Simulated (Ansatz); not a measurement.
# C2H5AlF2O: one species, many methods

How much do the methods differ for C2H5AlF2O? The plan is to run it at one geometry with functionals of several rungs and with coupled cluster. The yardstick is the atomisation energy at the CCSD(T) limit.

Method: functionals in def2-TZVPP, the program's frozen cores in correlated methods; program: Ansatz 0.2.0, Gaussian basis.

The runs, in order: LDA (SPW92), PBE-D4, revPBE-D4, BLYP-D4, r2SCAN-D4, B97M-V, PBE0-D4, B3LYP-D4, r2SCANh-D4, r2SCAN0-D4, HSE06-D4, BHLYP-D4, CAM-B3LYP-D4, LC-ωPBE, ωB97X-V, ωB97M-V, B2PLYP, PBE-QIDH; CCSD(T)/def2-SVP; CCSD(T)/def2-TZVPP; MP2/def2-QZVPP; extrapolation to the limit; RPA on PBE.

**1. Structure used throughout**

The geometry comes from an earlier relaxation with PBE0-D4 in a triple-zeta def2 set; it is a stationary point, not always the lowest conformer.

SMILES `[OH][Al]([F])[CH2]CF`, 11 atoms, charge 0, spin multiplicity 1.

Atoms are counted from 1 here; the program's logs count them from 0.

Bond lengths: O1–Al2 1.685 Å, O1–H7 0.955 Å, Al2–F3 1.649 Å, Al2–C4 1.942 Å, C4–C5 1.504 Å, C4–H8 1.097 Å, C4–H9 1.096 Å, C5–F6 1.391 Å, C5–H10 1.094 Å, C5–H11 1.094 Å. Angles: Al2–O1–H7 125.4°, O1–Al2–F3 120.1°, O1–Al2–C4 119.9°, F3–Al2–C4 120.1°, Al2–C4–C5 115.1°, Al2–C4–H8 107.8°, Al2–C4–H9 108.0°, C5–C4–H8 109.8°, C5–C4–H9 109.9°, H8–C4–H9 105.8°, C4–C5–F6 110.6°, C4–C5–H10 111.9°, C4–C5–H11 111.9°, F6–C5–H10 106.9°, F6–C5–H11 106.9°, H10–C5–H11 108.2°.

**2. LDA**

This LDA is Slater exchange with PW92 correlation.

Contents of in.yaml:

```yaml
crystal:
  periodic: [false, false, false]
  atoms:
    - {symbol: O, position_ang: [1.034269, 1.199181, -1.646276]}
    - {symbol: Al, position_ang: [0.751203, -0.390913, -1.164588]}
    - {symbol: F, position_ang: [1.346789, -1.643715, -2.057076]}
    - {symbol: C, position_ang: [-0.278689, -0.745190, 0.442900]}
    - {symbol: C, position_ang: [-0.739884, 0.478112, 1.186384]}
    - {symbol: F, position_ang: [-1.471307, 0.118731, 2.313994]}
    - {symbol: H, position_ang: [1.526749, 1.463877, -2.421087]}
    - {symbol: H, position_ang: [-1.143690, -1.356621, 0.159130]}
    - {symbol: H, position_ang: [0.329236, -1.376042, 1.102143]}
    - {symbol: H, position_ang: [0.100386, 1.086992, 1.532622]}
    - {symbol: H, position_ang: [-1.389661, 1.108587, 0.572554]}
basis:
  gaussian: {orbitals: def2-TZVPP}
hamiltonian: {xc: lda}
output: {orbitals: {seedname: orbitals}}
```

Launch:

```sh
$ ansatz run in.yaml --threads 4 --pin off --events-out ev --progress --plain --max-ram 10444MiB
```

After this run come: PBE-D4 (GGA); revPBE-D4 (GGA); BLYP-D4 (GGA); r2SCAN-D4 (meta-GGA); B97M-V (meta-GGA); B3LYP-D4 (hybrid); r2SCANh-D4 (hybrid); r2SCAN0-D4 (hybrid); HSE06-D4 (hybrid); BHLYP-D4 (hybrid); CAM-B3LYP-D4 (range-separated); LC-ωPBE (range-separated); ωB97X-V (range-separated); ωB97M-V (range-separated); B2PLYP (double hybrid); PBE-QIDH (double hybrid); CCSD(T) in def2-SVP; CCSD(T) in def2-TZVPP; MP2 in def2-QZVPP; RPA on PBE orbitals.

Before running them: what should the planned runs give, taken together? Wanted: atomisation energy, CCSD(T)/CBS; farthest beyond LDA; mean size of error, GGA; mean size of error, meta-GGA; mean size of error, hybrid; mean size of error, range-separated; mean size of error, double hybrid; gap, smallest and largest; T1 diagnostic.

As calculated:

```
                               quantity                                                       value
        atomisation energy, CCSD(T)/CBS                                             1047.8 kcal/mol
functionals within 5.2 kcal/mol (0.5 %)  r2SCAN-D4, B97M-V, CAM-B3LYP-D4, LC-ωPBE, ωB97X-V, ωB97M-V
                    farthest beyond LDA                                   BHLYP-D4 (-43.8 kcal/mol)
                mean size of error, GGA                                               12.1 kcal/mol
           mean size of error, meta-GGA                                                2.4 kcal/mol
             mean size of error, hybrid                                               16.6 kcal/mol
    mean size of error, range-separated                                                2.2 kcal/mol
      mean size of error, double hybrid                                               13.1 kcal/mol
              gap, smallest and largest                       6.04 eV (BLYP-D4), 13.33 eV (LC-ωPBE)
                          T1 diagnostic                                                      0.0119
triples share of the correlation energy                                                       3.2 %
```

**Reading.** The LDA atomisation energy is off by 150.1 kcal/mol (14 %): it overbinds. PBE-D4 is off by +15.4 kcal/mol. Double hybrids carry the basis error of their MP2 part in triple zeta, and no dispersion term here, so their miss is partly the set-up's. The rungs range-separated, meta-GGA miss on average by less than the doubt on the reference (5.2 kcal/mol), so they tie. The reference freezes the cores and leaves out relativity and excitations past (T), so misses under about 5.2 kcal/mol can't be ranked. Hartree-Fock recovers 73 % of the binding; the rest is correlation. CCSD(T) in def2-SVP is off by -60.8 kcal/mol, more than most functionals: a good method in a small basis is no reference. The gap grows from 6.0 to 13.3 eV across the functionals, mostly with the share of exact exchange.
